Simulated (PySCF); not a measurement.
# C2H5B2F2N: the cost of one run

Computed with PySCF 2.14.0, with density-fitted response routines of our own, on a single molecule in the gas phase. Atoms are numbered from 0 throughout.

### 1 Starting geometry

12 atoms, charge 0, multiplicity 1; geometry from: GFN2-xTB. The atoms were then displaced at random by about 0.01 Å, so the start is not that level's minimum.

Bonds of the start (Å): B0–N1 1.48, N1–C2 1.16, C2–C3 1.39, C3–B4 1.62, B4–F5 1.31, B4–F6 1.32, B0–H7 1.17, B0–H8 1.22, B0–H9 1.17, C3–H10 1.09, C3–H11 1.11.

### 2 Geometry optimisation at PBE0-D3(BJ)/def2-SVP

What the job is given:

```
{"job": {"xc": "PBE0", "basis": "def2-SVP", "d3": "d3bj", "grid": 1, "shake": 0.01, "kind": "geom"}, "charge": 0, "multiplicity": 1}
B      2.515280     0.628280     0.177550
N      1.141710     0.087860     0.224600
C      0.069840    -0.362790     0.251690
C     -1.201360    -0.918430     0.270810
B     -2.382740     0.126060    -0.088690
F     -3.480870    -0.232830    -0.697050
F     -2.314210     1.396380     0.245170
H      3.055310     0.304970     1.167130
H      2.346740     1.840050     0.132940
H      2.987240     0.194730    -0.800590
H     -1.277930    -1.768800    -0.410840
H     -1.419310    -1.323750     1.282960
```

Run with:

```bash
$ OMP_NUM_THREADS=1 python probes_run.py task.json out
```

The driver reads the jobs from task.json and runs them one after another.

Q: Estimate the wall time and peak memory of this first job on 1 thread of Arm Neoverse V1, shared host.

About 85 s, with a peak of 0.48 GiB.
